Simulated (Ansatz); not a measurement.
**One shape, several levels: C3H7NSi (SMILES C=C1[SiH2]N1C)**

Aim: a comparison of 4 runs (HF/STO-3G, B3LYP/6-31G*, PBE0/6-311G**, r2SCAN/def2-TZVP) of C3H7NSi. 

The results are computed with Ansatz 0.2.0.

2 further runs of the same task are left out: 1 that didn't finish, 1 set aside as unsound or not needed.

### 1 Starting point

The species is C3H7NSi (12 atoms), meant as a singlet with charge 0. SMILES: `C=C1[SiH2]N1C`. The coordinates come from a PBE0-D4/def2-TZVP relaxation.

Bond lengths: C1–C2 1.330 Å, C2–Si3 1.811 Å, C2–N4 1.386 Å, Si3–N4 1.703 Å, N4–C5 1.429 Å, C1–H6 1.085 Å, C1–H7 1.081 Å, Si3–H8 1.483 Å, Si3–H9 1.483 Å, C5–H10 1.096 Å, C5–H11 1.096 Å, C5–H12 1.090 Å. Some angles: C1–C2–Si3 161.5°, C1–C2–N4 135.8°, Si3–C2–N4 62.7°, C2–Si3–N4 46.3°, C2–N4–Si3 70.9°, C2–N4–C5 129.6°, Si3–N4–C5 159.4°, C2–C1–H6 121.5°, C2–C1–H7 120.5°, C2–Si3–H8 122.9°.

### 2 Energy and forces at HF/STO-3G (run 1)

Input file molecule.yaml:

```yaml
basis:
  gaussian: {orbitals: STO-3G}
crystal:
  periodic: [false, false, false]
  atoms:
    - {symbol: C, position_ang: [0.390500, 0.795000, 1.756900]}
    - {symbol: C, position_ang: [0.088300, -0.157800, 0.879600]}
    - {symbol: Si, position_ang: [-0.330500, -1.772800, 0.174100]}
    - {symbol: "N", position_ang: [-0.096000, -0.223000, -0.492800]}
    - {symbol: C, position_ang: [-0.014100, 0.813100, -1.472900]}
    - {symbol: H, position_ang: [0.560200, 1.820600, 1.444700]}
    - {symbol: H, position_ang: [0.474500, 0.565100, 2.809700]}
    - {symbol: H, position_ang: [-1.698900, -2.342200, 0.222000]}
    - {symbol: H, position_ang: [0.678400, -2.829900, -0.077800]}
    - {symbol: H, position_ang: [0.985200, 1.263500, -1.482600]}
    - {symbol: H, position_ang: [-0.740300, 1.607200, -1.263800]}
    - {symbol: H, position_ang: [-0.220500, 0.406200, -2.463100]}
hamiltonian: {xc: hf}
output: {forces: true, orbitals: {seedname: orbitals}}
accuracy: high
```

Run with:

```
$ ansatz run molecule.yaml --threads 1 --pin off --max-ram 2610MiB --events-out events.jsonl --progress --plain --runs-dir runs
```

The program printed, shortened:

```text
Warning: RAYON_NUM_THREADS=1 ignored (pool sized by the plan → 1); use --threads N
Functional definition: HF
  name "HF"
[...]
782 factors; integrals over basis functions are off by at most 2.7e-9 eV
[...]
mean field -12395.47783497 eV, -455.5254084784 hartree, gradient 1.1e-8 eV, S^2 0.000000; 0 other end points of the search recorded, 0 dependent functions left out
[...]
reference -12395.47783497 eV, -455.5254084784 hartree; 23, 23 occupied and 13, 13 virtual orbitals, 782 factors
Total energy: -12395.47783497 eV, -455.5254084784 hartree
Atom 0 at     0.390500     0.795000     1.756900 Å, force    -0.356198    -1.267859    -0.813615 eV/Å
Atom 1 at     0.088300    -0.157800     0.879600 Å, force     0.358088     0.860424     1.506687 eV/Å
Atom 2 at    -0.330500    -1.772800     0.174100 Å, force    -0.214339    -0.918098    -0.170410 eV/Å
Atom 3 at    -0.096000    -0.223000    -0.492800 Å, force    -0.219612    -1.316702     0.278998 eV/Å
Atom 4 at    -0.014100     0.813100    -1.472900 Å, force     0.047724     0.734503    -0.739332 eV/Å
Atom 5 at     0.560200     1.820600     1.444700 Å, force    -0.041341    -0.306347     0.170222 eV/Å
Atom 6 at     0.474500     0.565100     2.809700 Å, force     0.025632     0.207778    -0.134744 eV/Å
Atom 7 at    -1.698900    -2.342200     0.222000 Å, force     1.437428     0.678396    -0.033293 eV/Å
Atom 8 at     0.678400    -2.829900    -0.077800 Å, force    -1.023080     1.183375     0.276920 eV/Å
Atom 9 at     0.985200     1.263500    -1.482600 Å, force    -0.102675     0.047761    -0.131154 eV/Å
Atom 10 at    -0.740300     1.607200    -1.263800 Å, force     0.079079     0.012342    -0.157545 eV/Å
Atom 11 at    -0.220500     0.406200    -2.463100 Å, force     0.009294     0.084426    -0.052734 eV/Å
Dipole moment:    -0.117502    -0.420653    -0.239790 e Å
```

Wall time 1.4 s (1 thread of Arm Neoverse V1, shared host).

### 3 Energy and forces at B3LYP/6-31G(d) (Cartesian functions) (run 2)

Input file run.yaml:

```yaml
basis:
  gaussian:
    orbitals: "6-31G*"
crystal:
  periodic: [false, false, false]
  atoms:
    - {symbol: C, position_ang: [0.390500, 0.795000, 1.756900]}
    - {symbol: C, position_ang: [0.088300, -0.157800, 0.879600]}
    - {symbol: Si, position_ang: [-0.330500, -1.772800, 0.174100]}
    - {symbol: N, position_ang: [-0.096000, -0.223000, -0.492800]}
    - {symbol: C, position_ang: [-0.014100, 0.813100, -1.472900]}
    - {symbol: H, position_ang: [0.560200, 1.820600, 1.444700]}
    - {symbol: H, position_ang: [0.474500, 0.565100, 2.809700]}
    - {symbol: H, position_ang: [-1.698900, -2.342200, 0.222000]}
    - {symbol: H, position_ang: [0.678400, -2.829900, -0.077800]}
    - {symbol: H, position_ang: [0.985200, 1.263500, -1.482600]}
    - {symbol: H, position_ang: [-0.740300, 1.607200, -1.263800]}
    - {symbol: H, position_ang: [-0.220500, 0.406200, -2.463100]}
magnetization:
  spin_polarized: false
output: {forces: true, orbitals: {seedname: orbitals}}
accuracy: high
hamiltonian:
  xc: {name: B3LYP}
```

Run with:

```
$ ansatz run run.yaml --threads 1 --pin off --max-ram 2610MiB --events-out events.jsonl --progress --plain --runs-dir runs
```

The program printed:

```text
Warning: RAYON_NUM_THREADS=1 ignored (pool sized by the plan → 1); use --threads N
[... 16 lines left out ...]
Total energy: -12590.84592449 eV, -462.7050533430 hartree
[... 12 lines left out ...]
Dipole moment:    -0.069725    -0.142954    -0.311436 e Å
```

It took 16 s on 1 thread of Arm Neoverse V1, shared host; peak memory 0.34 GiB.

Run 3 isn't shown in full; the table further down has it.

### 4 Energy and gradient at r2SCAN/def2-TZVP (run 4)

Edit molecule.yaml of step 2 so:

```diff
@@ -1,3 +1,3 @@
 basis:
-  gaussian: {orbitals: STO-3G}
+  gaussian: {orbitals: def2-TZVP}
 crystal:
@@ -8,3 +8,3 @@
     - {symbol: Si, position_ang: [-0.330500, -1.772800, 0.174100]}
-    - {symbol: "N", position_ang: [-0.096000, -0.223000, -0.492800]}
+    - {symbol: N, position_ang: [-0.096000, -0.223000, -0.492800]}
     - {symbol: C, position_ang: [-0.014100, 0.813100, -1.472900]}
@@ -17,4 +17,4 @@
     - {symbol: H, position_ang: [-0.220500, 0.406200, -2.463100]}
-hamiltonian: {xc: hf}
+hamiltonian: {xc: {name: r2SCAN}}
+accuracy: high
 output: {forces: true, orbitals: {seedname: orbitals}}
-accuracy: high
```

Run with:

```
$ ansatz run molecule.yaml --threads 1 --pin off --max-ram 2610MiB --events-out events.jsonl --progress --plain --runs-dir runs
```

The program printed:

```text
Warning: RAYON_NUM_THREADS=1 ignored (pool sized by the plan → 1); use --threads N
[... 16 lines left out ...]
Total energy: -12589.38065338 eV, -462.6512056229 hartree
[... 12 lines left out ...]
Dipole moment:    -0.073724    -0.138046    -0.353667 e Å
```

Run time: 69 s. Hardware: 1 thread of Arm Neoverse V1, shared host; peak memory 1.1 GiB.

### 5 All runs side by side

```csv
run,level,Cartesian functions,energy (Eh),dipole moment (D),HOMO energy (eV),LUMO energy (eV),wall time
1,HF/STO-3G,no,-455.525408,2.39,-5.52,9.35,1.4 s
2,B3LYP/6-31G* (Cartesian functions),yes,-462.705053,1.68,-5.20,-0.27,16 s
3,PBE0/6-311G**,no,-462.420363,1.78,-5.66,-0.33,25 s
4,r2SCAN/def2-TZVP,no,-462.651206,1.86,-4.88,-0.98,69 s
```

### 6 What came out

```
                       quantity          value
            run 4: total energy  -462.65121 Eh
           run 4: dipole moment         1.86 D
             run 4: HOMO energy       -4.88 eV
             run 4: LUMO energy       -0.98 eV
           run 4: HOMO–LUMO gap        3.90 eV
run 4: largest force on an atom     0.230 eV/Å
```

What this shows: The dipole moment (its size) runs from 1.68 D (B3LYP/6-31G*) to 2.39 D (HF/STO-3G). The two ends differ in method and basis. The HOMO–LUMO gap runs from 3.90 eV (r2SCAN/def2-TZVP) to 14.86 eV (HF/STO-3G). Totals of different functionals can't be ranked against each other. In run 1 the basis is minimal, so the values are rough. All runs together took 1.9 min, the longest 69 s.
